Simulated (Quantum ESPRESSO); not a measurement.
# RuCl2: single point with PBEsol+U

Crystal: RuCl2.

```
CELL_PARAMETERS angstrom
3.54969 0.00000 0.00000
-1.77485 3.07412 0.00000
0.00000 0.00000 5.72639
ATOMIC_POSITIONS crystal
Ru 0.00000 0.00000 0.00000
Cl 0.33333 0.66667 0.25200
Cl 0.66667 0.33333 0.74800
```

The cell comes from a database or a generator and needn't be the stable form of this composition.

```json
{
  "Program": "Quantum ESPRESSO 7.5",
  "Task": "single point",
  "Functional": "PBEsol",
  "Potentials or basis": "PseudoDojo 0.4 SR PBEsol stringent",
  "Cutoff": "1143 eV",
  "Density cutoff": "4572 eV",
  "k mesh": "3 × 3 × 2",
  "Occupations": "gaussian, width 0.05 eV",
  "Spin": "collinear spin, ferromagnetic start",
  "Starting moments": "[4.0, 0.0, 0.0] μB",
  "Fixed moment": "4 μB",
  "Hubbard terms": "Ru d U = 7 eV"
}
```

```yaml
Largest_force: 2.160 eV/Å
Net_moment: 4.00 μB per cell
Absolute_moment: 4.00 μB per cell
Site_moments: Ru +3.07; Cl +0.13 μB
Valence_electrons_inside_the_program's_atomic_spheres: Ru 13.25; Cl 5.59
```

Forces on the atoms (eV/Å):
```
Ru   0.000  0.000  0.000
Cl  -0.075 -0.930  1.947
Cl   0.075  0.930 -1.947
```

Eigenvalues of the final occupation matrices:
```csv
site,spin,trace,eigenvalues
Ru 1 4d,1,4.97,0.99 0.99 1.00 1.00 1.00
Ru 1 4d,2,1.41,0.04 0.06 0.07 0.26 0.98
```

It took 5.2 min on 1 thread of Arm Neoverse V1, with other jobs on the host, peak memory 0.17 GiB.

Caveat: the k mesh is coarse (spacing up to 0.68 Å⁻¹), so the values aren't converged; the total moment is fixed, so each spin has its own Fermi level; forces of over 1 eV/Å show positions far from the minimum, so gaps and moduli don't describe the material at rest. The state reached can hang on the start; a lower one may exist.
